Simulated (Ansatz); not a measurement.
# CH₆AlNS: a ladder of functionals and wavefunction methods

One table from this session's results is given with a row withheld; the runs are named, their logs left out.

Method: functionals in def2-TZVPP, the program's frozen cores in correlated methods; program: Ansatz 0.2.0, Gaussian basis.

Levels to be run: LDA (SPW92), PBE-D4, revPBE-D4, BLYP-D4, r2SCAN-D4, B97M-V, PBE0-D4, B3LYP-D4, r2SCANh-D4, r2SCAN0-D4, HSE06-D4, BHLYP-D4, CAM-B3LYP-D4, LC-ωPBE, ωB97X-V, ωB97M-V, B2PLYP, PBE-QIDH; CCSD(T)/def2-SVP; CCSD(T)/def2-TZVPP; MP2/def2-QZVPP; extrapolation to the limit; RPA on PBE.

## Structure used throughout

The geometry comes from an earlier relaxation with PBE0-D4 in a triple-zeta def2 set; it is a stationary point, not always the lowest conformer.

SMILES `C[NH][AlH][SH]`, 10 atoms, charge 0, spin multiplicity 1.

Atoms are counted from 1 here; the program's logs count them from 0.

Bond lengths: C1–N2 1.445 Å, C1–H5 1.096 Å, C1–H6 1.096 Å, C1–H7 1.092 Å, N2–Al3 1.766 Å, N2–H8 1.010 Å, Al3–S4 2.189 Å, Al3–H9 1.576 Å, S4–H10 1.344 Å. Angles: N2–C1–H5 112.4°, N2–C1–H6 112.3°, N2–C1–H7 110.2°, H5–C1–H6 107.8°, H5–C1–H7 106.9°, H6–C1–H7 106.9°, C1–N2–Al3 131.3°, C1–N2–H8 111.7°, Al3–N2–H8 117.0°, N2–Al3–S4 121.3°, N2–Al3–H9 119.4°, S4–Al3–H9 119.3°, Al3–S4–H10 94.3°.

The first run:

File in.yaml:

```yaml
crystal:
  periodic: [false, false, false]
  atoms:
    - {symbol: C, position_ang: [-0.906994, 1.038946, 0.087443]}
    - {symbol: N, position_ang: [0.247205, 0.419574, 0.698496]}
    - {symbol: Al, position_ang: [1.180954, -1.007911, 0.243002]}
    - {symbol: S, position_ang: [0.667949, -2.182696, -1.531416]}
    - {symbol: H, position_ang: [-0.704613, 2.064253, -0.243822]}
    - {symbol: H, position_ang: [-1.769770, 1.069575, 0.763023]}
    - {symbol: H, position_ang: [-1.215387, 0.474352, -0.795523]}
    - {symbol: H, position_ang: [0.544365, 0.917131, 1.525685]}
    - {symbol: H, position_ang: [2.407520, -1.445776, 1.130415]}
    - {symbol: H, position_ang: [-0.368128, -1.398449, -1.874302]}
basis:
  gaussian: {orbitals: def2-TZVPP}
hamiltonian: {xc: lda}
output: {orbitals: {seedname: orbitals}}
```

Command:

```
$ ansatz run in.yaml --threads 2 --pin off --events-out ev --progress --plain --max-ram 4352MiB
```

Among the steps run: LDA; PBE-D4 (GGA); revPBE-D4 (GGA); BLYP-D4 (GGA); r2SCAN-D4 (meta-GGA); B97M-V (meta-GGA); B3LYP-D4 (hybrid); r2SCANh-D4 (hybrid); r2SCAN0-D4 (hybrid); HSE06-D4 (hybrid); BHLYP-D4 (hybrid); CAM-B3LYP-D4 (range-separated); LC-ωPBE (range-separated); ωB97X-V (range-separated); ωB97M-V (range-separated); B2PLYP (double hybrid); PBE-QIDH (double hybrid).

One table of the session follows, with a row left open; its other results are not shown here.

```
  functional  HOMO (eV)  gap (eV)
 LDA (SPW92)          ?         ?
      PBE-D4      -5.63      4.57
   revPBE-D4      -5.57      4.61
     BLYP-D4      -5.49      4.57
   r2SCAN-D4      -5.88      5.15
      B97M-V      -5.97      5.08
     PBE0-D4      -6.92      6.60
    B3LYP-D4      -6.69      6.18
  r2SCANh-D4      -6.37      5.89
  r2SCAN0-D4      -7.10      6.98
    HSE06-D4      -6.52      5.83
    BHLYP-D4      -8.12      8.57
CAM-B3LYP-D4      -8.29      8.91
     LC-ωPBE      -9.70     11.35
     ωB97X-V      -9.32     10.88
     ωB97M-V      -9.20     10.49
```

Q: Estimate the row for LDA (SPW92) from the others.

**Answer.** HOMO (eV): -5.77; gap (eV): 4.50. In the column «HOMO (eV)» it lies between r2SCAN-D4 (-5.88) and PBE-D4 (-5.63).
